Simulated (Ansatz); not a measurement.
Write a Python script for Ansatz 0.2.0, Python API that makes a rigid scan of one bond angle of B2H4OS, SMILES BB(O)S. Settings (for the species named): Hartree-Fock, def2-SVP basis, multiplicity 1.

```xyz
8

B     0.2865    1.2531    0.0726
B     0.0367   -0.3498    0.0133
O     0.5704   -1.1807    1.0577
S    -0.8542   -1.1268   -1.3959
H    -0.2215    1.9669   -0.8083
H     0.8409    1.8113    0.9448
H     1.5353   -1.4190    0.7524
H    -2.1020   -1.0120   -0.6925
```

Script `bend.py`:
```python
"""Energy of B2H4OS against one bond angle."""

from dataclasses import dataclass
import warnings

import ansatz as az
from ase import Atoms


@dataclass(frozen=True)
class RunConfig:
    basis_set: str = "def2-SVP"
    functional: str = "hf"
    force_tol: float = 0.02


settings = RunConfig()


def main() -> None:
    warnings.simplefilter("ignore", az.DeckWarning)

    atoms = Atoms(["B", "B", "O", "S", "H", "H", "H", "H"], positions=[
        (0.2865, 1.2531, 0.0726),
        (0.0367, -0.3498, 0.0133),
        (0.5704, -1.1807, 1.0577),
        (-0.8542, -1.1268, -1.3959),
        (-0.2215, 1.9669, -0.8083),
        (0.8409, 1.8113, 0.9448),
        (1.5353, -1.419, 0.7524),
        (-2.102, -1.012, -0.6925),
    ])

    # relax first, so that the scan starts from a minimum
    first = (
        az.Crystal.molecule_from_ase(atoms).calculation()
        .basis(gaussian=settings.basis_set)
        .functional(settings.functional)
        .relax(force_tolerance=settings.force_tol, max_steps=80)
    )
    atoms.positions = first.run(threads=1, backend="cpu").report["positions_ang"]

    rows = []
    for angle in [85, 95, 105, 115, 125, 140, 160]:
        bent = atoms.copy()
        bent.set_angle(1, 2, 6, angle, indices=[6])
        setup = (
            az.Crystal.molecule_from_ase(bent).calculation()
            .basis(gaussian=settings.basis_set)
            .functional(settings.functional)
        )
        rows.append((angle, setup.run(threads=1, backend="cpu").report["free_energy_ev"]))
    floor = min(e for _, e in rows)
    for angle, e in rows:
        print(f"angle B1-O2-H6 = {angle:3d} deg   {1000 * (e - floor):9.1f} meV")


if __name__ == "__main__":
    main()
```

```console
$ python bend.py
angle B1-O2-H6 =  85 deg       750.9 meV
angle B1-O2-H6 =  95 deg       325.8 meV
angle B1-O2-H6 = 105 deg        86.0 meV
angle B1-O2-H6 = 115 deg         0.0 meV
angle B1-O2-H6 = 125 deg        32.5 meV
angle B1-O2-H6 = 140 deg       222.6 meV
angle B1-O2-H6 = 160 deg       547.2 meV
```

The scan is rigid, and the energies are electronic, in a modest basis. The zero is the lowest point of the grid, which needn't be the minimum. The whole script took 36 s on 1 thread of Arm Neoverse V2, on a shared host, peak memory 0.21 GiB.
